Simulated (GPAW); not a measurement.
# HfMoC2 (P4/mmm) in GPAW: reference runs

Reference runs on HfMoC2: the cell as given and a disturbed copy.

Program: GPAW 26.7.0. These are calculated values, not measurements. Logs are shortened: lines on timing, memory, paths and dates and some standing lists are left out, and cuts for length are marked. The log counts tension as positive stress, the text compression.

**1. The structure**

It takes space group P4/mmm (No. 123, tetragonal). Conventional cell: a = 3.191 Å, b = 3.191 Å, c = 4.485 Å, α = 90.00°, β = 90.00°, γ = 90.00°. Hf (site symmetry 4/mmm) is surrounded by 6 C at 2.24 to 2.26 Å. Mo (site symmetry 4/mmm) is surrounded by 6 C at 2.24 to 2.26 Å. Around C (site symmetry 4/mmm) lie 2 Mo at 2.24 Å and 4 Hf at 2.26 Å. C (site symmetry 4/mmm) has 2 Hf at 2.24 Å and 4 Mo at 2.26 Å as nearest neighbours.

The cell comes from a database or a generator and needn't be the stable form of this composition.

**2. Single point, PBEsol**

run.py

```python
from ase import Atoms
from ase.dft.bandgap import bandgap
from ase.io import write
from ase.units import Bohr, GPa
from gpaw import GPAW, PW, setup_paths
from gpaw.elf import elf_from_dft_calculation

setup_paths.insert(0, '.')

atoms = Atoms(['Hf', 'Mo', 'C', 'C'],
              cell=[[3.191423, 0.0, 0.0],
                    [0.0, 3.191423, 0.0],
                    [0.0, 0.0, 4.485164]],
              scaled_positions=[[0.0, 0.0, 0.0],
                                [0.5, 0.5, 0.5],
                                [0.5, 0.5, 0.0],
                                [0.0, 0.0, 0.5]],
              pbc=True)

calc = GPAW(mode=PW(800),
            xc='PBEsol',
            kpts={'size': (8, 8, 6), 'gamma': True},
            occupations={'name': 'fermi-dirac', 'width': 0.05},
            nbands=33,
            convergence={'density': 1e-05, 'energy': 1e-05},
            maxiter=150,
            txt='gpaw.txt')
atoms.calc = calc
energy = atoms.get_potential_energy()
forces = atoms.get_forces()
stress = atoms.get_stress()
calc.write('gs.gpw')
write('result.traj', atoms)
print(f'Energy: {energy:.6f} eV')
print('Forces (eV/A):')
print(forces.round(4))
print('Stress (GPa):', (stress / GPa).round(3))
print('Fermi level:', round(calc.get_fermi_level(), 4), 'eV')
print(f'Gap: {bandgap(calc)[0]:.4f} eV, direct: {bandgap(calc, direct=True)[0]:.4f} eV')

# fields on the real-space grid
write('density.cube', atoms, data=calc.get_pseudo_density() * Bohr**3)
write('potential.cube', atoms, data=calc.get_electrostatic_potential())
write('elf.cube', atoms, data=elf_from_dft_calculation(calc).data)
```

Potentials or basis: PAW data sets generated in the run's folder for this functional, pw.

Launch:

```bash
$ gpaw-setup -f PBEsol C Hf Mo
$ OMP_NUM_THREADS=1 python run.py
```

gpaw.txt:

```text
__  _  _
 | _ |_)|_||  |
 |__||  | ||/\| - 26.7.0

Input parameters:
  mode=PW(ecut=800.0),
  convergence={'density': 1e-05, 'energy': 1e-05},
  kpts=MonkhorstPack(size=(8, 8, 6), gamma=True),
  maxiter=150,
  nbands=33,
  occupations=Occupations(name='fermi-dirac', width=0.05),
  xc=XC(name='PBEsol')

Diagonalizing LCAO Hamiltonian
Converting LCAO to pw mode
   .-------.
  /|       |
 * |       |
 | |       |
 | |  Mo   |
 C |       |
 | .-------.
 |/   C   /
 Hf------*

Atoms  # Å, Bohr magnetons
|   | symbol |        x |        y |        z |    initial magnetic moments |
|---|--------|----------|----------|----------|-----------------------------|
| 0 |     Hf | 0.000000 | 0.000000 | 0.000000 | ( 0.0000,  0.0000,  0.0000) |
| 1 |     Mo | 1.595711 | 1.595711 | 2.242582 | ( 0.0000,  0.0000,  0.0000) |
| 2 |      C | 1.595711 | 1.595711 | 0.000000 | ( 0.0000,  0.0000,  0.0000) |
| 3 |      C | 0.000000 | 0.000000 | 2.242582 | ( 0.0000,  0.0000,  0.0000) |

Unit cell  # Å
| periodic |        x |        y |        z |  lengths |    angles |
|----------|----------|----------|----------|----------|-----------|
|      yes | 3.191423 | 0.000000 | 0.000000 | 3.191423 | 90.000000 |
|      yes | 0.000000 | 3.191423 | 0.000000 | 3.191423 | 90.000000 |
|      yes | 0.000000 | 0.000000 | 4.485164 | 4.485164 | 90.000000 |

Number of symmetries: 16
Symmetry operations  # r_c * U_cc + t_c -> r_c
|    | kind |            matrix            |
|----|------|------------------------------|
|  0 |  E   |  1, 0, 0,  0, 1, 0,  0, 0, 1 |
|  1 |  σ   |  1, 0, 0,  0, 1, 0,  0, 0,-1 |
|  2 |  σ   |  1, 0, 0,  0,-1, 0,  0, 0, 1 |
|  3 |  C2  |  1, 0, 0,  0,-1, 0,  0, 0,-1 |
|  4 |  σ   |  0, 1, 0,  1, 0, 0,  0, 0, 1 |
|  5 |  C2  |  0, 1, 0,  1, 0, 0,  0, 0,-1 |
|  6 |  C4  |  0, 1, 0, -1, 0, 0,  0, 0, 1 |
|  7 |  S4  |  0, 1, 0, -1, 0, 0,  0, 0,-1 |
|  8 |  C4  |  0,-1, 0,  1, 0, 0,  0, 0, 1 |
|  9 |  S4  |  0,-1, 0,  1, 0, 0,  0, 0,-1 |
| 10 |  σ   |  0,-1, 0, -1, 0, 0,  0, 0, 1 |
| 11 |  C2  |  0,-1, 0, -1, 0, 0,  0, 0,-1 |
| 12 |  σ   | -1, 0, 0,  0, 1, 0,  0, 0, 1 |
| 13 |  C2  | -1, 0, 0,  0, 1, 0,  0, 0,-1 |
| 14 |  C2  | -1, 0, 0,  0,-1, 0,  0, 0, 1 |
| 15 |  i   | -1, 0, 0,  0,-1, 0,  0, 0,-1 |

BZ-sampling:
  Number of BZ points: 384
  Number of IBZ points: 60

  Monkhorst-Pack size: [8, 8, 6]
  Monkhorst-Pack shift: [0.0625, 0.0625, 0.08333333333333333]

K-points  # in reciprocal-cell coordinates
|     |                                coordinates |     weight |
|-----|--------------------------------------------|------------|
|   0 | (  0.00000000,   0.00000000,   0.00000000) | 0.00260417 |
|   1 | (  0.00000000,   0.00000000,   0.16666667) | 0.00520833 |
|   2 | (  0.00000000,   0.00000000,   0.33333333) | 0.00520833 |
|   3 | (  0.00000000,   0.00000000,   0.50000000) | 0.00260417 |
|   4 | (  0.12500000,   0.00000000,   0.00000000) | 0.01041667 |
|   5 | (  0.12500000,   0.00000000,   0.16666667) | 0.02083333 |
|   6 | (  0.12500000,   0.00000000,   0.33333333) | 0.02083333 |
|   7 | (  0.12500000,   0.00000000,   0.50000000) | 0.01041667 |
|   8 | (  0.12500000,   0.12500000,   0.00000000) | 0.01041667 |
|   9 | (  0.12500000,   0.12500000,   0.16666667) | 0.02083333 |
| ... |                                            |            |
|  59 | (  0.50000000,   0.50000000,   0.50000000) | 0.00260417 |

Plane wave coefficients: 2389
Cutoff: 800.0 eV

Spin-components: 1 (collinear spins)
Bands:           33
Projectors:      22
Spin-degeneracy: 2
Datatype:        complex128

Parallelization:
  kpt:    1
  domain: 1
  band:   1

Density:
  Valence electrons: 34.0
  Components: 1
  Grid points: [21 21 30]
  Charge: 0.0  # |e|

Potential:
  Grid points: [21 21 30]

species:
  Hf:
    name:    Hafnium
    Z:       72.0
    valence: 12
    core:    60
    charge:  0.0  # [|e|]
    compensation charges:
      type: gauss
      rc: 0.41  # [Å]
      lmax: 2
    cutoffs:
      filter: 2.36  # [Å]
      core: 4.02  # [Å]
    projectors
    | kind |    occ | energy [eV] | rcut [Å] |
    |------|--------|-------------|----------|
    |   5s |  2.000 |     -66.855 |    1.397 |
    |   6s |  2.000 |      -5.120 |    1.397 |
    |   5p |  6.000 |     -35.615 |    1.307 |
    |   6p |  0.000 |      -1.375 |    1.307 |
    |   5d |  2.000 |      -2.724 |    1.334 |
    |    d |        |      24.487 |    1.334 |

    Using partial waves for Hf as LCAO basis

  Mo:
    name:    Molybdenum
    Z:       42.0
    valence: 14
    core:    28
    charge:  0.0  # [|e|]
    compensation charges:
      type: gauss
      rc: 0.38  # [Å]
      lmax: 2
    cutoffs:
      filter: 2.16  # [Å]
      core: 1.42  # [Å]
    projectors
    | kind |    occ | energy [eV] | rcut [Å] |
    |------|--------|-------------|----------|
    |   4s |  2.000 |     -64.262 |    1.238 |
    |   5s |  1.000 |      -4.116 |    1.238 |
    |   4p |  6.000 |     -38.461 |    1.296 |
    |   5p |  0.000 |      -1.012 |    1.296 |
    |   4d |  5.000 |      -3.770 |    1.296 |
    |    d |        |      23.442 |    1.296 |

    Using partial waves for Mo as LCAO basis

  C:
    name:    Carbon
    Z:       6.0
    valence: 4
    core:    2
    charge:  0.0  # [|e|]
    compensation charges:
      type: gauss
      rc: 0.20  # [Å]
      lmax: 2
    cutoffs:
      filter: 1.14  # [Å]
      core: 1.14  # [Å]
    projectors
    | kind |    occ | energy [eV] | rcut [Å] |
    |------|--------|-------------|----------|
    |   2s |  2.000 |     -13.648 |    0.635 |
    |   2p |  2.000 |      -5.232 |    0.635 |
    |    s |        |      13.563 |    0.635 |
    |    p |        |      21.979 |    0.635 |
    |    d |        |       0.000 |    0.635 |

    Using partial waves for C as LCAO basis

Reference energy: -521883.010482  # eV

eigensolver:
  PPCG
  Converge bands: occupied
  niter=2

density mixing:
  MSR1-Mixer
  Pratt-step length: 0.05
  Maximum mixing coefficient: 0.75
  Old densities: 10
  SVD Regularization: 0.005
  Good broyden scale: 1.0
  Trust region scale: 1.0
  Backstep threshold: 4.0
  History deletion threshold: 6.0
  Fourier metric: weight=20.0, sigma=0.015

occupation numbers:
  Fermi-Dirac:
    width: 0.0500  # eV

poisson solver:
  ecut: 6400.0  # eV

xc functional:
  name: PBEsol with 2 nearest neighbor stencil

convergence criteria:
- Maximum integral of absolute [dens]ity change: 1e-05 electrons / valence electron
- Maximum [total energy] change in last 3 cyles: 1e-05 eV / valence electron
- Maximum integral of absolute [eigenst]ate change: 4e-08 eV^2 / valence electron
maximum number of iterations: 150

SCF iterations
|iter     | |      energy | eigst |  dens |
|---------|-|-------------|-------|-------|
|iter:   1| |  -48.441911 | +0.26 |       |
|iter:   2| |  -45.704691 | -1.74 | -0.77 |
|iter:   3| |  -41.350122 | -0.79 | -0.85 |
|iter:   4| |  -41.158362 | -2.20 | -1.44 |
|iter:   5| |  -41.142187 | -3.02 | -1.69 |
|iter:   6| |  -41.151056 | -3.13 | -1.98 |
|iter:   7| |  -41.149161 | -4.13 | -2.47 |
|iter:   8| |  -41.149011 | -5.13 | -2.99 |
|iter:   9| |  -41.149002c| -6.79 | -3.67 |
|iter:  10| |  -41.149002c| -7.82c| -4.20 |
|iter:  11| |  -41.149002c| -7.66c| -4.95 |
|iter:  12| |  -41.149002c| -8.84c| -5.68c|

Converged in 12 steps
Energy contributions relative to reference atoms: (reference = -521883.010482)

Energy contributions:
  Kinetic:          10.476124
  Coulomb:         -17.218748
  Zero:             -0.632786
  External:          0.000000
  Xc:              -33.767557
  Entropy:          -0.012070
  Spinorbit:         0.000000
  ----------------------------
  Free energy:     -41.155037
  Extrapolated:    -41.149002

dipole moment: (-17.903135, -17.903135, -25.155769)  # |e|*Ang

Fermi level: 12.638
Eigenvalues  # (at kpt = [0.000, 0.000, 0.000])
| band index |      eig [eV] | occ [0-2] |
|------------|---------------|-----------|
|          0 |       -49.333 |     2.000 |
|        ... |               |           |
|         10 |         8.631 |     2.000 |
|         11 |         8.880 |     2.000 |
|         12 |        11.286 |     2.000 |
|         13 |        11.286 |     2.000 |
|         14 |        11.450 |     2.000 |
|         15 |        11.450 |     2.000 |
[... 8 lines left out ...]
|         24 |        17.190 |     0.000 |
|         25 |        19.851 |     0.000 |
|        ... |               |           |
|         32 |        38.686 |     0.000 |

No gap
No difference between direct/indirect transitions

Forces  # eV/Ang
|        x |        y |       z |
|----------|----------|---------|
|  0.00000 |  0.00000 | 0.00000 |  # Hf   0
| -0.00000 | -0.00000 | 0.00000 |  # Mo   1
|  0.00000 |  0.00000 | 0.00000 |  # C    2
|  0.00000 |  0.00000 | 0.00000 |  # C    3

Stress tensor  # eV/Ang^3
|        x |        y |        z |
|----------|----------|----------|
| 0.041334 | 0.000000 | 0.000000 |
| 0.000000 | 0.041334 | 0.000000 |
| 0.000000 | 0.000000 | 0.067902 |

# Writing to gs.gpw (mode='')
```

Run time: 2 min. Hardware: 1 thread of Arm Neoverse V1, shared host; peak memory 0.26 GiB.

Results:

```
Free energy            : -41.1550 eV
Pressure               : -8.0 GPa
Band gap on the k mesh : none (metal or under the smearing width)
```

Stress tensor (GPa, compression positive):
```
 -6.62   0.00   0.00
  0.00  -6.62   0.00
  0.00   0.00 -10.88
```

The run has no spin-orbit coupling, so splittings on Hf are missing.

**3. Single point, PBEsol (atoms moved at random, drawn with an rms of 0.05 Å)**

run.py: that of step 2 with these lines changed.

```diff
@@ -3,5 +3,4 @@
 from ase.io import write
-from ase.units import Bohr, GPa
+from ase.units import GPa
 from gpaw import GPAW, PW, setup_paths
-from gpaw.elf import elf_from_dft_calculation
 
@@ -13,6 +12,6 @@
                     [0.0, 0.0, 4.485164]],
-              scaled_positions=[[0.0, 0.0, 0.0],
-                                [0.5, 0.5, 0.5],
-                                [0.5, 0.5, 0.0],
-                                [0.0, 0.0, 0.5]],
+              scaled_positions=[[-0.008724, 0.001195, -0.009397],
+                                [0.507081, 0.498439, 0.505481],
+                                [0.490226, 0.477247, 0.01013],
+                                [0.011342, -0.006331, 0.496039]],
               pbc=True)
@@ -39,6 +38 @@
 print(f'Gap: {bandgap(calc)[0]:.4f} eV, direct: {bandgap(calc, direct=True)[0]:.4f} eV')
-
-# fields on the real-space grid
-write('density.cube', atoms, data=calc.get_pseudo_density() * Bohr**3)
-write('potential.cube', atoms, data=calc.get_electrostatic_potential())
-write('elf.cube', atoms, data=elf_from_dft_calculation(calc).data)
```

Potentials or basis: PAW data sets generated in the run's folder for this functional, pw.

Launch:

```bash
$ gpaw-setup -f PBEsol C Hf Mo
$ OMP_NUM_THREADS=1 python run.py
```

Wall time 6.2 min (1 thread of Arm Neoverse V1, shared host); peak memory 0.53 GiB.

It converged, with:

```
Free energy            : -41.0613 eV
Pressure               : -7.4 GPa
Largest force          : 1.300 eV/Å
Band gap on the k mesh : none (metal or under the smearing width)
```

Forces on the atoms (eV/Å):
```
Hf   0.276 -0.851  0.943
Mo  -0.315 -0.153 -0.557
C    0.274  1.026 -0.501
C   -0.235 -0.022  0.116
```

Stress tensor (GPa, compression positive):
```
 -6.04   0.02   0.14
  0.02  -6.14   0.10
  0.14   0.10 -10.10
```

Levels at points of the mesh, in eV from the Fermi level:
| k point | band 13 | band 14 | band 15 | band 16 | band 17 | band 18 | band 19 | band 20 | band 21 | band 22 |
| --- | --- | --- | --- | --- | --- | --- | --- | --- | --- | --- |
| (0.00, 0.00, 0.00) | -1.44 | -1.40 | -1.17 | -1.12 | -0.56 | -0.42 | 0.09 | 0.19 | 0.33 | 0.69 |
| (0.00, 0.00, 0.50) | -3.49 | -2.30 | -2.19 | -1.68 | -1.66 | -1.30 | -0.28 | 1.96 | 2.16 | 4.06 |
| (0.00, 0.50, 0.00) | -4.81 | -4.25 | -3.73 | -3.63 | -0.41 | 0.96 | 2.14 | 3.07 | 3.37 | 4.35 |
| (0.00, 0.50, 0.50) | -5.12 | -5.07 | -4.30 | -4.20 | 1.02 | 1.08 | 1.75 | 4.47 | 5.19 | 5.27 |
| (0.50, 0.00, 0.00) | -4.82 | -4.32 | -3.67 | -3.61 | -0.40 | 0.96 | 2.19 | 3.07 | 3.28 | 4.39 |
| (0.50, 0.00, 0.50) | -5.12 | -5.07 | -4.26 | -4.19 | 1.02 | 1.09 | 1.76 | 4.51 | 5.18 | 5.21 |
| (0.50, 0.50, 0.00) | -3.76 | -3.73 | -1.21 | -1.03 | -1.02 | -0.91 | 1.14 | 1.39 | 2.51 | 4.05 |
| (0.50, 0.50, 0.50) | -4.35 | -4.15 | -4.06 | -4.05 | 1.01 | 1.03 | 1.40 | 3.08 | 3.23 | 3.57 |

The run has no spin-orbit coupling, so splittings on Hf are missing.
